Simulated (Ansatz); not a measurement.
# CH₇NOSi₂: one species, many methods

An exercise on one series of results from a longer session: the logs are not shown, and one member is left open.

Program: Ansatz 0.2.0, Gaussian basis. Level of theory: functionals in def2-TZVPP, the program's frozen cores in correlated methods. These are calculated values, not measurements.

The runs, in order: LDA (SPW92), PBE-D4, revPBE-D4, BLYP-D4, r2SCAN-D4, B97M-V, PBE0-D4, B3LYP-D4, r2SCANh-D4, r2SCAN0-D4, HSE06-D4, BHLYP-D4, CAM-B3LYP-D4, LC-ωPBE, ωB97X-V, ωB97M-V, B2PLYP, PBE-QIDH; CCSD(T)/def2-SVP; CCSD(T)/def2-TZVPP; MP2/def2-QZVPP; extrapolation to the limit; RPA on PBE.

**Structure used throughout**

All runs share one geometry, relaxed beforehand with PBE0-D4 in a triple-zeta def2 set.

12 atoms, charge 0, spin multiplicity 1.

Atoms are counted from 1 here; the program's logs count them from 0.

Bond lengths: N1–Si2 1.717 Å, N1–H6 1.008 Å, N1–H7 1.007 Å, Si2–C3 1.867 Å, Si2–H8 1.488 Å, Si2–H9 1.487 Å, C3–O4 1.502 Å, C3–Si5 1.811 Å, C3–H10 1.092 Å, O4–Si5 1.659 Å, Si5–H11 1.478 Å, Si5–H12 1.479 Å. Angles: Si2–N1–H6 119.3°, Si2–N1–H7 119.9°, H6–N1–H7 110.7°, N1–Si2–C3 117.1°, N1–Si2–H8 107.5°, N1–Si2–H9 107.6°, C3–Si2–H8 106.9°, C3–Si2–H9 106.3°, H8–Si2–H9 111.5°, Si2–C3–O4 113.3°, Si2–C3–Si5 122.8°, Si2–C3–H10 118.0°, O4–C3–Si5 59.2°, O4–C3–H10 111.1°, Si5–C3–H10 116.4°, C3–O4–Si5 69.7°, C3–Si5–O4 51.1°, C3–Si5–H11 122.4° and more.

The first run:

File in.yaml:

```yaml
crystal:
  periodic: [false, false, false]
  atoms:
    - {symbol: N, position_ang: [-0.572864, -0.131134, 2.318411]}
    - {symbol: Si, position_ang: [-0.808967, -0.458766, 0.649752]}
    - {symbol: C, position_ang: [0.069794, 0.651163, -0.568097]}
    - {symbol: O, position_ang: [1.565076, 0.513340, -0.527317]}
    - {symbol: Si, position_ang: [0.980781, 0.012858, -1.996640]}
    - {symbol: H, position_ang: [0.341814, -0.261023, 2.721268]}
    - {symbol: H, position_ang: [-1.044148, 0.648532, 2.748200]}
    - {symbol: H, position_ang: [-2.265980, -0.338892, 0.372418]}
    - {symbol: H, position_ang: [-0.315540, -1.836439, 0.388343]}
    - {symbol: H, position_ang: [-0.227033, 1.701637, -0.611763]}
    - {symbol: H, position_ang: [1.063278, -1.430875, -2.302647]}
    - {symbol: H, position_ang: [1.290990, 0.874300, -3.158028]}
basis:
  gaussian: {orbitals: def2-TZVPP}
hamiltonian: {xc: lda}
output: {orbitals: {seedname: orbitals}}
```

Started as:

```console
$ ansatz run in.yaml --threads 4 --pin off --events-out ev --progress --plain --max-ram 10444MiB
```

Steps of the session up to this table: LDA; PBE-D4 (GGA); revPBE-D4 (GGA); BLYP-D4 (GGA); r2SCAN-D4 (meta-GGA); B97M-V (meta-GGA); B3LYP-D4 (hybrid); r2SCANh-D4 (hybrid); r2SCAN0-D4 (hybrid); HSE06-D4 (hybrid); BHLYP-D4 (hybrid); CAM-B3LYP-D4 (range-separated); LC-ωPBE (range-separated); ωB97X-V (range-separated); ωB97M-V (range-separated); B2PLYP (double hybrid); PBE-QIDH (double hybrid).

One of the session's tables, all rows but one given; the rest of the session is left out.

It belongs to the step «Orbital energies across the functionals». 

| functional | HOMO (eV) | gap (eV) |
| --- | --- | --- |
| LDA (SPW92) | -5.87 | 4.27 |
| PBE-D4 | -5.72 | 4.34 |
| revPBE-D4 | -5.66 | 4.37 |
| BLYP-D4 | -5.60 | 4.33 |
| r2SCAN-D4 | -5.98 | 4.89 |
| B97M-V | -6.12 | 4.87 |
| PBE0-D4 | -7.04 | 6.49 |
| B3LYP-D4 | ? | ? |
| r2SCANh-D4 | -6.48 | 5.68 |
| r2SCAN0-D4 | -7.22 | 6.85 |
| HSE06-D4 | -6.64 | 5.72 |
| BHLYP-D4 | -8.27 | 8.56 |
| CAM-B3LYP-D4 | -8.42 | 8.85 |
| LC-ωPBE | -9.76 | 11.35 |
| ωB97X-V | -9.41 | 10.87 |
| ωB97M-V | -9.31 | 10.49 |

**Question.** Estimate the row for B3LYP-D4.

Worked estimate for «HOMO (eV)». Against the share of exact exchange, BLYP-D4 (0, -5.60), BHLYP-D4 (0.5, -8.27) give a slope of -5.34 per unit share; at 0.2 the line stands at -6.67.

**Answer.** HOMO (eV): -6.82; gap (eV): 6.05. In «HOMO (eV)» the line misses by +0.15.
